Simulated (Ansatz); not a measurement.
# C2H8FNOSi: the cost of one run

Program: Ansatz 0.2.0. Level of theory: RHF/STO-3G. These are calculated values, not measurements.

## Step 1: The system as given

Bond lengths: C1–O2 1.389 Å, O2–Si3 1.670 Å, Si3–N4 1.805 Å, Si3–C5 1.830 Å, C5–F6 1.372 Å, C1–H7 1.048 Å, C1–H8 1.113 Å, C1–H9 1.170 Å, Si3–H10 1.501 Å, N4–H11 0.998 Å, N4–H12 1.005 Å, C5–H13 1.064 Å, C5–H14 1.092 Å. Angles (14 of 22 angles, heavy atoms first): C1–O2–Si3 119.8°, O2–Si3–N4 100.7°, O2–Si3–C5 116.4°, N4–Si3–C5 113.7°, Si3–C5–F6 108.3°, O2–C1–H7 111.7°, O2–C1–H8 108.7°, O2–C1–H9 111.3°, O2–Si3–H10 107.3°, N4–Si3–H10 103.0°, C5–Si3–H10 114.1°, Si3–N4–H11 103.4°, Si3–N4–H12 103.3°, Si3–C5–H13 115.2°.

Coordinates:

```xyz
14

C    -0.9124   -1.2333    1.3844
O     0.2835   -0.9380    0.7431
Si    0.4574    0.5143   -0.0618
N     2.2102    0.4536   -0.4871
C    -0.6399    0.7828   -1.5011
F    -1.9390    0.7789   -1.0591
H    -0.8640   -2.1491    1.8922
H    -1.7297   -1.2440    0.6289
H    -1.1921   -0.4056    2.1630
H     0.3969    1.6056    0.9675
H     2.6645    0.4723    0.4010
H     2.3294   -0.4786   -0.8433
H    -0.5808    0.0391   -2.2603
H    -0.4970    1.7728   -1.9388
```

## Step 2: Relaxing the start

The input, input.yaml:

```yaml
crystal:
  periodic: [false, false, false]
  atoms:
    - { symbol: C, position_ang: [-0.9124, -1.2333, 1.3844] }
    - { symbol: O, position_ang: [0.2835, -0.938, 0.7431] }
    - { symbol: Si, position_ang: [0.4574, 0.5143, -0.0618] }
    - { symbol: "N", position_ang: [2.2102, 0.4536, -0.4871] }
    - { symbol: C, position_ang: [-0.6399, 0.7828, -1.5011] }
    - { symbol: F, position_ang: [-1.939, 0.7789, -1.0591] }
    - { symbol: H, position_ang: [-0.864, -2.1491, 1.8922] }
    - { symbol: H, position_ang: [-1.7297, -1.244, 0.6289] }
    - { symbol: H, position_ang: [-1.1921, -0.4056, 2.163] }
    - { symbol: H, position_ang: [0.3969, 1.6056, 0.9675] }
    - { symbol: H, position_ang: [2.6645, 0.4723, 0.401] }
    - { symbol: H, position_ang: [2.3294, -0.4786, -0.8433] }
    - { symbol: H, position_ang: [-0.5808, 0.0391, -2.2603] }
    - { symbol: H, position_ang: [-0.497, 1.7728, -1.9388] }
basis:
  gaussian: { orbitals: STO-3G }
hamiltonian:
  xc: hf
relax:
  f_tol: 0.02
  max_steps: 40
scf:
  lower_state_search: "off"
output:
  orbitals: {}
```

Started as:

```bash
$ ansatz run input.yaml --threads 1 --pin off --max-ram 2048MiB --backend cpu --events-out ev --progress --plain --runs-dir out
```

**Question.** How long does this run take on 1 thread of Intel Xeon 6975P-C (Granite Rapids), shared host, and how much memory does it need?

About 14 s, with a peak of 0.18 GiB.
